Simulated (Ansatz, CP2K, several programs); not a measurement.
Energy against volume for an ordered 4-atom cell of SiC₃ on the diamond lattice (P-4m2), at fixed shape and fractional coordinates, computed by several methods (PBE and r2SCAN, where shown, with plane waves in Ansatz); the cell shown is that of r2SCAN. With free coordinates or axes held, a curve is too stiff, and on another method's shape its minimum isn't the method's own volume. It is tetragonal, P-4m2 (No. 115); a = 2.796 Å, c = 4.090 Å in the conventional setting, 8.00 Å³ an atom. C is surrounded by 2 C at 1.65 Å and 2 Si at 1.82 Å; C is surrounded by 4 C at 1.65 Å; Si is surrounded by 4 C at 1.82 Å. All values are calculated for a non-magnetic cell, which may be hypothetical. Energies count from each curve's lowest point; fits are third-order Birch-Murnaghan.

```cif
data_structure
_symmetry_space_group_name_H-M 'P-4m2'
_symmetry_Int_Tables_number 115
_cell_length_a 2.7964
_cell_length_b 2.7964
_cell_length_c 4.0900
_cell_angle_alpha 90.000
_cell_angle_beta 90.000
_cell_angle_gamma 90.000
_cell_volume 31.98
loop_
_atom_site_label
_atom_site_type_symbol
_atom_site_symmetry_multiplicity
_atom_site_Wyckoff_symbol
_atom_site_fract_x
_atom_site_fract_y
_atom_site_fract_z
_atom_site_occupancy
C1 C 2 g 0.50000 0.00000 0.78627 1
C2 C 1 b 0.50000 0.50000 0.00000 1
Si1 Si 1 d 0.00000 0.00000 0.50000 1
```

PBE, on the shape of its own relaxed cell:
```
V (Å³/atom)  E (meV/atom)
      7.590         28.37
      7.832          6.76
      8.075          0.00
      8.317          6.12
      8.559         23.31
```
V₀ = 8.07 Å³ an atom and B₀ = 283 GPa.

light PBE (260 eV and a coarse mesh), on the shape of the cell shown:
```tsv
V (Å³/atom)	E (meV/atom)
7.356	77.27
7.676	24.12
7.996	0.00
8.316	2.64
8.636	28.18
8.955	67.07
```
The points scatter about the fit by more than 0.3 meV an atom, since at so low a cutoff the number of plane waves jumps with the volume, so no fit is quoted.

r2SCAN, on the shape of its own relaxed cell:

| V (Å³/atom) | E (meV/atom) |
| --- | --- |
| 7.516 | 29.44 |
| 7.756 | 7.00 |
| 7.996 | 0.00 |
| 8.236 | 6.34 |
| 8.476 | 24.22 |

V₀ = 8.00 Å³ an atom and B₀ = 296 GPa.

**Question.** non-self-consistent DFTB (CP2K), on the shape of its own relaxed cell, gives
```tsv
V (Å³/atom)	E (meV/atom)
7.650	34.84
7.894	8.11
8.139	0.00
8.383	7.01
8.627	26.13
```
What equilibrium volume and bulk modulus follow?

**Answer.** V₀ = 8.14 Å³ an atom and B₀ = 329 GPa.

**Question.** PBE/SZV (CP2K), on the shape of the cell shown, gives
```csv
V (Å³/atom),E (meV/atom)
7.036,239.72
7.516,85.09
7.996,11.55
8.476,0.00
8.955,35.28
```
What equilibrium volume and bulk modulus follow?

**Answer.** V₀ = 8.34 Å³ an atom and B₀ = 293 GPa.
